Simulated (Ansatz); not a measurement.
# NbAgC3: from a guess to a relaxed structure

Aim: relax a trial structure of NbAgC3 and see where it ends.

Method: DFT PBE, scalar-relativistic, plane waves, PAW, in Ansatz 0.2.0.

2 further runs of the same task are left out: 1 that didn't finish, 1 set aside as unsound or not needed.

### Step 1. The structure to begin with

Symmetry: Pm-3m, No. 221, cubic system. The conventional cell has a = 4.394 Å, b = 4.394 Å, c = 4.394 Å, α = 90.00°, β = 90.00°, γ = 90.00°. Nb (site symmetry m-3m) is surrounded by 12 C at 3.11 Å. Ag (site symmetry m-3m) has 6 C at 2.20 Å as nearest neighbours. Around C (site symmetry 4/mmm) lie 2 Ag at 2.20 Å and 4 Nb at 3.11 Å.

Coordinates:

```
CELL_PARAMETERS angstrom
4.39385 0.00000 0.00000
0.00000 4.39385 0.00000
0.00000 0.00000 4.39385
ATOMIC_POSITIONS crystal
Nb 0.00000 0.00000 0.00000
Ag 0.50000 0.50000 0.50000
C 0.50000 0.50000 0.00000
C 0.50000 0.00000 0.50000
C 0.00000 0.50000 0.50000
```

A structure generator made this guess: species swapped into a database cell of CsPbBr3 (Pm-3m, No. 221), with Nb on the Cs sites, Ag on the Pb sites and C on the Br sites. The dimensions are guesses.

### Step 2. A first look at the guess

The input, input.yaml:

```yaml
crystal:
  lattice:
    - [4.39384857, 0.0, 0.0]
    - [0.0, 4.39384857, 0.0]
    - [0.0, 0.0, 4.39384857]
  atoms:
    - { symbol: Nb, position: [0.0, 0.0, 0.0] }
    - { symbol: Ag, position: [0.5, 0.5, 0.5] }
    - { symbol: C, position: [0.5, 0.5, 0.0] }
    - { symbol: C, position: [0.5, 0.0, 0.5] }
    - { symbol: C, position: [0.0, 0.5, 0.5] }
basis:
  ecutwfc: 420
kpoints:
  mp_grid: { grid: [4, 4, 4] }
hamiltonian:
  xc: pbe
scf:
  occupations: { method: gaussian, width: 0.1 }
  lower_state_search: "off"
output:
  forces: true
  stress: true
  eigenvalues: true
```

Started as:

```bash
> ansatz run input.yaml --threads 1 --pin off --max-ram 2048MiB --backend cpu --events-out ev --progress --plain --runs-dir out
```

Further runs follow: a loose first relaxation; spin check on a coarse mesh; final relaxation.

**Question.** What will these runs give? Wanted: conventional cell; volume; energy over the elements; gap on the mesh.

**Answer**, as computed:

| quantity | value |
| --- | --- |
| symmetry at the end (tolerance 0.05 Å) | space group Pm-3m (No. 221) |
| conventional cell | a = 3.980 Å, b = 3.980 Å, c = 3.980 Å, α = 90.00°, β = 90.00°, γ = 90.00° |
| volume | 12.61 Å³/atom |
| energy over the elements | +2.88 eV/atom |
| gap on the mesh | none (metal) |

The space group Pm-3m (No. 221) is kept, and the volume per atom shrinks by 25.7 % from the first guess. With a positive formation energy it can't be a ground state. No finished test with a distortion of lower symmetry is shown, so the end may be a saddle point. Other magnetic orders were not searched.
